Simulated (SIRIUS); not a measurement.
Something may be wrong with this SIRIUS 7.12.0 calculation of CsLiCr2Te2S3.

sirius.json

```json
{
  "control": {
    "processing_unit": "cpu",
    "verbosity": 2,
    "num_bands_to_print": 59,
    "print_forces": true,
    "print_stress": true
  },
  "parameters": {
    "electronic_structure_method": "pseudopotential",
    "xc_functionals": ["XC_GGA_X_RPBE", "XC_GGA_C_PBE"],
    "gk_cutoff": 9.7,
    "pw_cutoff": 19.4,
    "ngridk": [2, 2, 2],
    "shiftk": [0, 0, 0],
    "smearing": "gaussian",
    "smearing_width": 0.0036749322,
    "num_bands": 59,
    "num_mag_dims": 1,
    "num_dft_iter": 50,
    "energy_tol": 1e-08,
    "density_tol": 1e-06
  },
  "iterative_solver": {
    "type": "davidson",
    "min_tolerance": 1e-10
  },
  "mixer": {
    "type": "pulay",
    "beta": 0.5,
    "max_history": 8
  },
  "settings": {
    "tol_ne": 1e-10,
    "pseudo_grid_cutoff": 6.5,
    "smooth_initial_mag": true
  },
  "unit_cell": {
    "lattice_vectors": [
      [6.272549028209, 3.621452247972, 13.000975586723],
      [-6.272549028209, 3.621452247972, 13.000975586723],
      [0.0, -7.242923393204, 13.000975586723]
    ],
    "atom_coordinate_units": "lattice",
    "atom_types": ["Cs", "Li", "Cr", "Te", "S"],
    "atom_files": {
      "S": "S.json",
      "Cr": "Cr.json",
      "Li": "Li.json",
      "Te": "Te.json",
      "Cs": "Cs.json"
    },
    "atoms": {
      "Cs": [
        [0.0, 0.0, 0.0, 0.0, 0.0, 0.0]
      ],
      "Li": [
        [0.5, 0.5, 0.5, 0.0, 0.0, 0.0]
      ],
      "Cr": [
        [0.79848, 0.79848, 0.79848, 0.0, 0.0, 3.0],
        [0.20152, 0.20152, 0.20152, 0.0, 0.0, 3.0]
      ],
      "Te": [
        [0.6799, 0.6799, 0.6799, 0.0, 0.0, 0.0],
        [0.3201, 0.3201, 0.3201, 0.0, 0.0, 0.0]
      ],
      "S": [
        [0.13626, 0.86374, 0.5, 0.0, 0.0, 0.0],
        [0.5, 0.13626, 0.86374, 0.0, 0.0, 0.0],
        [0.86374, 0.5, 0.13626, 0.0, 0.0, 0.0]
      ]
    }
  }
}
```

Potentials or basis: SPMS 1.0 PBE (norm-conserving).

Launch:

```console
$ upf_to_json 16_S_6_1.8_1.9_pbe_n_v1.0.upf
$ upf_to_json 24_Cr_14_1.7_2.1_pbe_n_v1.0.upf
$ upf_to_json 03_Li_3_1.6_1.6_pbe_v1.0.upf
$ upf_to_json 52_Te_16_2.3_2.3_pbe_n_v1.0.upf
$ upf_to_json 55_Cs_9_2.2_2.5_pbe_n_v1.0.upf
$ OMP_NUM_THREADS=4 sirius.scf --input=sirius.json --output=out.json --task=0
```

Output:

```text
[info] SIRIUS version : 7.12.0
[info] number of MPI ranks           : 1
[info] MPI grid                      : 1 1
[info] maximum number of OMP threads : 4
[fft] FFT context for density and potential
[fft] =====================================
[fft]   comm size                             : 1
[fft]   plane wave cutoff                     : 19.4
[fft]   grid size                             : 96 96 96   total : 884736
[fft]   grid limits                           : -47 48   -47 48   -47 48
[... 71 lines left out ...]
[sym]   0.0000  0.0000  0.0000
[sym] number of space group operations  : 2
[sym] number of magnetic group operations : 2
[sym] metric tensor error: 0.0000e+00
[sym] rotation matrix error: 4.4409e-16
[sym] symmetry operations
[... list of symmetry operations ...]
[atom type] label          : Cs
[atom type] --------------------------------------------------------------------------------
[... 188 lines left out ...]
+----------------------+
[... set-up lines ...]
Warning in function "initial_density_pseudo" at src/density/density.cpp:335
wrong initial charge density
  integral of the density : 89.9999746416
  target number of electrons : 90
[~DFT_ground_state] local op. applied: 708
[~DFT_ground_state] evp. work count: 0
[~DFT_ground_state] number of iterative solver steps: 0
Exception in function "Mixer_factory" at src/mixer/mixer_factory.hpp:49
wrong type of mixer
--------------------------------------------------------------------------
MPI_ABORT was invoked on rank 0 in communicator MPI_COMM_WORLD
  Errorcode: -1

NOTE: invoking MPI_ABORT causes Open MPI to kill all MPI processes.
You may or may not see output from other processes, depending on
exactly when Open MPI kills them.
--------------------------------------------------------------------------
```

Q: How did it end, and where is the flaw?

A: The run ended with an error. The input holds a flaw that was put in on purpose: unknown mixer (mixer.type = pulay).
